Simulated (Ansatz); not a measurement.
# BH₅O₂Sn, SMILES [BH2][SnH]([OH])[OH]: an atomisation energy

With Ansatz 0.2.0, Python API.

At the Python prompt:
```pycon
>>> from collections import Counter
>>> import ansatz as az
>>> SETTINGS = {
...     'basis': 'def2-SVP',
...     'xc': 'r2scan',
...     'vdw': 'd4',
... }
>>> def energy(molecule, charge=0, unpaired=0):
...     calc = (
...         molecule.calculation()
...         .basis(gaussian=SETTINGS['basis'])
...         .functional(SETTINGS['xc'], dispersion=SETTINGS['vdw'])
...     )
...     if charge:
...         calc = calc.charge(charge)
...     if unpaired:
...         calc = calc.spin('collinear', total=unpaired)
...     report = calc.run(threads=1).report
...     if report['published_state_doubts']:
...         print('  doubts:', report['published_state_doubts'])
...     return report['free_energy_ev']
...
>>> geometry_ang = [
...     ('B', [-0.6613, 1.0393, -1.213]),
...     ('Sn', [0.3772, -0.1848, 0.2312]),
...     ('O', [0.8084, -1.9115, -0.6274]),
...     ('O', [-0.6931, -0.4933, 1.8103]),
...     ('H', [-0.9238, 0.6721, -2.3307]),
...     ('H', [-1.0769, 2.1779, -0.9123]),
...     ('H', [1.8742, 0.6351, 0.7356]),
...     ('H', [1.3534, -2.3993, 0.0889]),
...     ('H', [-0.9695, 0.4182, 2.2004]),
... ]
>>> molecule = az.Crystal.molecule()
>>> for symbol, xyz in geometry_ang:
...     molecule = molecule.atom(symbol, xyz)
...
>>> # Hund ground states
>>> unpaired = {'B': 1, 'Sn': 2, 'O': 2, 'H': 1}
>>> counts = Counter(site.symbol for site in molecule.cartesian_sites)
>>> atom_energy = {s: energy(az.Crystal.molecule().atom(s, (0, 0, 0)), 0, unpaired[s]) for s in counts}
>>> whole = energy(molecule, 0, 0)
>>> for s, e in atom_energy.items():
...     print(f'{s:2s} x{counts[s]}  {e:14.5f} eV')
...
B  x1      -669.59003 eV
Sn x1     -5832.10669 eV
O  x2     -2039.86316 eV
H  x5       -13.58417 eV
>>> print(f'BH5O2Sn: {whole:.5f} eV')
BH5O2Sn: -10677.61153 eV
>>> split = sum(counts[s] * e for s, e in atom_energy.items()) - whole
>>> print(f'atomisation energy (no zero-point term): {23.060548 * split:.1f} kcal/mol, {split / sum(counts.values()):.3f} eV an atom')
atomisation energy (no zero-point term): 651.9 kcal/mol, 3.141 eV an atom
```

651.9 kcal/mol from the electronic energies, without the zero-point term.

Notes:
- The settings weren't tested for convergence.
- The geometry is a force-field or estimated start, not a minimum of this method, and the basis set is short of its limit. All parts are taken at fixed geometry, without zero-point energy.
- def2 sets replace the cores of elements past krypton by effective core potentials.
- The spin-orbit lowering of heavy atoms is left out.
- Wall time of the script: 8.2 s on 1 thread of Arm Neoverse V2, on a shared host, peak memory 0.2 GiB.
